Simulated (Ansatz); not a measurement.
**GaSb (zincblende type): how the settings move a single-point run**

Question: which choices in the input matter for GaSb (zincblende type)?

Computed with Ansatz 0.2.0 (reference: DFT, PBEsol, all-electron LAPW, scalar-relativistic, unless a step's input says otherwise).

## Step 1: The structure to begin with

Symmetry: F-43m, No. 216, cubic system. The conventional cell has a = 5.856 Å, b = 5.856 Å, c = 5.856 Å, α = 90.00°, β = 90.00°, γ = 90.00°. Ga (site symmetry -43m) has 4 Sb at 2.54 Å as nearest neighbours. Sb (site symmetry -43m) has 4 Ga at 2.54 Å as nearest neighbours.

Coordinates:

```
Ga Sb
1.0
     0.00000    2.92818    2.92818
     2.92818    0.00000    2.92818
     2.92818    2.92818    0.00000
Ga Sb
1 1
Direct
  0.00000 0.00000 0.00000
  0.25000 0.25000 0.25000
```

## Step 2: Reference

input.yaml reads:

```yaml
crystal:
  lattice:
    - [0.0, 2.9281770458, 2.9281770458]
    - [2.9281770458, 0.0, 2.9281770458]
    - [2.9281770458, 2.9281770458, 0.0]
  atoms:
    - { symbol: Ga, position: [0.0, 0.0, 0.0] }
    - { symbol: Sb, position: [0.25, 0.25, 0.25] }
kpoints:
  mp_grid: { grid: [11, 11, 11] }
scf:
  occupations: { method: fermi_dirac, width: 0.05 }
hamiltonian:
  xc: pbesol
  pseudopotentials: { kind: all_electron, lapw: { basis_error: 0.001 } }
output:
  forces: true
  stress: true
  eigenvalues: true
  populations: true
```

Command:

```
> ansatz run input.yaml --threads 1 --pin off --max-ram 2048MiB --backend cpu --events-out ev --progress --plain --runs-dir out
```

## Step 3: Variant: n_extra_bands 2

input.yaml: that of step 2 with these lines changed.

```diff
@@ -12,2 +12,3 @@
   occupations: { method: fermi_dirac, width: 0.05 }
+  n_extra_bands: 2
 hamiltonian:
```

Q: Predict the outcome of this session. Wanted: for each run, ending; energy change; pressure; gap; force.

**Answer**, as computed:

| run | ending | energy change | pressure (GPa) | gap (eV) | force (eV/Å) | cycles | time |
| --- | --- | --- | --- | --- | --- | --- | --- |
| reference | converged | 0 | 8.9 | 0.62 | 0.00 | 7 | 36 s |
| 1: n_extra_bands 2 | converged | 0.0 meV/atom | 8.9 | 0.62 | 0.00 | 7 | 33 s |

Residual by cycle in the longest SCF loop of each run; runs are numbered as in the table. The quantity is the density residual dr2, in eV.

| cycle | reference | run 1 |
| --- | --- | --- |
| 1 | 0.33 | 0.33 |
| 2 | 0.0624 | 0.0625 |
| 3 | 0.00457 | 0.00454 |
| 4 | 7.9e-5 | 8.0e-5 |
| 5 | 2.3e-6 | 2.2e-6 |
| 6 | 1.9e-7 | 1.9e-7 |
| 7 | 1.0e-8 | 1.0e-8 |

**Reading.** Energy and cycle count are those of the reference, so the change (band count) left the result and the number of cycles as they were.
